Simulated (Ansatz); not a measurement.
Task: energies of removing a hydrogen of Ge2H8Si, SMILES [GeH3][SiH2][GeH3], with the Ansatz DFT code, driven from Python. Give the script and its output. Level of theory (for the species named): Hartree-Fock, def2-SVPD basis, multiplicity 1.

```json
{"atom": "Ge", "x (Å)": "-1.2339", "y (Å)": "1.2450", "z (Å)": "-0.6024"}
{"atom": "Si", "x (Å)": "-0.4323", "y (Å)": "-0.8414", "z (Å)": "-0.3181"}
{"atom": "Ge", "x (Å)": "1.5391", "y (Å)": "-0.6981", "z (Å)": "0.8207"}
{"atom": "H", "x (Å)": "-2.5499", "y (Å)": "1.2161", "z (Å)": "-1.3895"}
{"atom": "H", "x (Å)": "-0.2667", "y (Å)": "2.1325", "z (Å)": "-1.4398"}
{"atom": "H", "x (Å)": "-1.5179", "y (Å)": "1.9605", "z (Å)": "0.7695"}
{"atom": "H", "x (Å)": "-0.1710", "y (Å)": "-1.4601", "z (Å)": "-1.6246"}
{"atom": "H", "x (Å)": "-1.3454", "y (Å)": "-1.6304", "z (Å)": "0.4473"}
{"atom": "H", "x (Å)": "1.3276", "y (Å)": "-0.0189", "z (Å)": "2.2551"}
{"atom": "H", "x (Å)": "2.5749", "y (Å)": "0.1604", "z (Å)": "0.0435"}
{"atom": "H", "x (Å)": "2.1408", "y (Å)": "-2.1226", "z (Å)": "1.0589"}
```

`ge2h8si_bde.py`
```python
# -*- coding: utf-8 -*-
"""Cost of removing each kind of hydrogen from Ge2H8Si, fragments frozen."""

import ansatz as az
from ase import Atoms

BASIS = "def2-SVPD"
XC = "hf"


def energy(molecule, charge=0, unpaired=0):
    calc = molecule.calculation().basis(gaussian=BASIS).functional(XC)
    if charge:
        calc = calc.charge(charge)
    if unpaired:
        calc = calc.spin("collinear", total=unpaired)
    return calc.run(threads=1, pin="off").report["free_energy_ev"]

def without(molecule, index):
    rest = az.Crystal.molecule()
    for i, site in enumerate(molecule.cartesian_sites):
        if i != index:
            rest = rest.atom(site.symbol, site.position_ang)
    return rest


def main():
    atoms = Atoms(["Ge", "Si", "Ge", "H", "H", "H", "H", "H", "H", "H", "H"], positions=[
        [-1.2339, 1.245, -0.6024],
        [-0.4323, -0.8414, -0.3181],
        [1.5391, -0.6981, 0.8207],
        [-2.5499, 1.2161, -1.3895],
        [-0.2667, 2.1325, -1.4398],
        [-1.5179, 1.9605, 0.7695],
        [-0.171, -1.4601, -1.6246],
        [-1.3454, -1.6304, 0.4473],
        [1.3276, -0.0189, 2.2551],
        [2.5749, 0.1604, 0.0435],
        [2.1408, -2.1226, 1.0589],
    ])
    mol = az.Crystal.molecule_from_ase(atoms)

    whole = energy(mol, 0)
    hydrogen = energy(az.Crystal.molecule().atom("H", (0, 0, 0)), 0, 1)
    print(f"E(molecule) = {whole:.5f} eV, E(H) = {hydrogen:.5f} eV")
    for index in [10, 7]:
        radical = energy(without(mol, index), 0, 1)
        print(f"H{index}: homolysis {23.060548 * (radical + hydrogen - whole):.1f} kcal/mol")
        anion = energy(without(mol, index), -1)
        print(f"H{index}: loss of a proton {23.060548 * (anion - whole):.1f} kcal/mol")


if __name__ == "__main__":
    main()
```

Running `python ge2h8si_bde.py` prints:
```text
E(molecule) = -120918.87481 eV, E(H) = -13.58606 eV
H10: homolysis 66.2 kcal/mol
H10: loss of a proton 373.0 kcal/mol
H7: homolysis 70.5 kcal/mol
H7: loss of a proton 371.2 kcal/mol
```

Total energies depend on the basis set; only differences at equal settings carry meaning. The geometry is a force-field or estimated start, not a minimum of this method, and the basis set is short of its limit. All parts are taken at fixed geometry, without zero-point energy. Hartree-Fock leaves correlation out, so bond, atomisation and ionisation energies come out well too low. Finished in 26 s on 1 thread of Arm Neoverse V2, on a shared host, peak memory 0.61 GiB.
